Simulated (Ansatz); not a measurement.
What does this script print? It uses Ansatz 0.2.0 through its Python package.

The script, `md_c2h5bs.py`:
```python
'''A short Born-Oppenheimer trajectory of C2H5BS.'''

import ansatz as az
import numpy as np

BASIS = '6-31G'
FUNCTIONAL = 'blyp'
N_STEPS = 20
TEMPERATURE_K = 200

geometry_ang = [
    ('B', (-0.3428, 1.2018, -0.7104)),
    ('C', (-0.0831, -0.2799, -0.5162)),
    ('C', (0.3414, -0.7737, 0.8139)),
    ('S', (-0.3578, -1.1993, -1.5539)),
    ('H', (-0.8207, 1.638, -1.7666)),
    ('H', (-0.1918, 2.032, 0.1506)),
    ('H', (-0.4837, -1.01, 1.4598)),
    ('H', (1.0208, 0.0151, 1.3373)),
    ('H', (1.0062, -1.6704, 0.7684)),
]
system = az.Crystal.molecule()
for symbol, xyz in geometry_ang:
    system = system.atom(symbol, xyz)

model = (
    system.calculation()
    .basis(gaussian=BASIS)
    .functional(FUNCTIONAL)
)
symbols = [site.symbol for site in system.cartesian_sites]
start = np.array([site.position_ang for site in system.cartesian_sites], dtype=float)
summary = model.relax(force_tolerance=0.02, max_steps=100).run(threads=1).report
end = np.array(summary['positions_ang'])
minimum = az.Crystal.molecule()
for symbol, place in zip(symbols, end):
    minimum = minimum.atom(symbol, place.tolist())

# dynamics from the relaxed geometry
model = minimum.calculation()
model = model.basis(gaussian=BASIS)
model = model.functional(FUNCTIONAL)
model = model.md('nve', timestep=0.5, steps=N_STEPS, temperature=TEMPERATURE_K, initial_velocities='maxwell_boltzmann', seed=61)
frames = []
out = model.session().plan().execute(on_event=lambda e: frames.append(e['data']) if e['event'] == 'md_step' else None)
print('t (fs)   E_pot (eV)      E_kin (eV)   T (K)   d(0-1) (A)')
for f in frames[::2]:
    xyz = np.array(f['positions_ang'])
    print(f'{f["time_fs"]:6.2f} {f["lagrangian_ev"]:14.5f} {f["e_kin_ev"]:10.5f} {f["temperature_k"]:8.1f} {np.linalg.norm(xyz[0] - xyz[1]):9.4f}')
kept = np.array([f['conserved_ev'] for f in frames])
print(f'conserved energy moves by at most {1000 * np.ptp(kept):.3f} meV')
```

Running `python md_c2h5bs.py` prints:
```text
t (fs)   E_pot (eV)      E_kin (eV)   T (K)   d(0-1) (A)
  0.00   -13662.83870    0.18096    200.0    1.5397
  1.00   -13662.82843    0.17082    188.8    1.5321
  2.00   -13662.80463    0.14725    162.7    1.5249
  3.00   -13662.78105    0.12380    136.8    1.5184
  4.00   -13662.76563    0.10833    119.7    1.5130
  5.00   -13662.75567    0.09825    108.6    1.5088
  6.00   -13662.74373    0.08625     95.3    1.5060
  7.00   -13662.72684    0.06945     76.8    1.5046
  8.00   -13662.71051    0.05327     58.9    1.5045
  9.00   -13662.70391    0.04675     51.7    1.5055
 10.00   -13662.71100    0.05374     59.4    1.5074
conserved energy moves by at most 0.567 meV
```

What to keep in mind:
- Total energies depend on the basis set; only differences at equal settings carry meaning.
- The trajectory is only some femtoseconds long, so its temperature is not equilibrated; where the script doesn't relax first, it starts from a rough generated geometry.
- The temperature counts the internal degrees of freedom alone.
- Finished in 110 s on 1 thread of Intel(R) Xeon(R) Platinum 8259CL CPU @ 2.50GHz (Skylake/Cascade Lake), with other jobs on the host, peak memory 0.21 GiB.
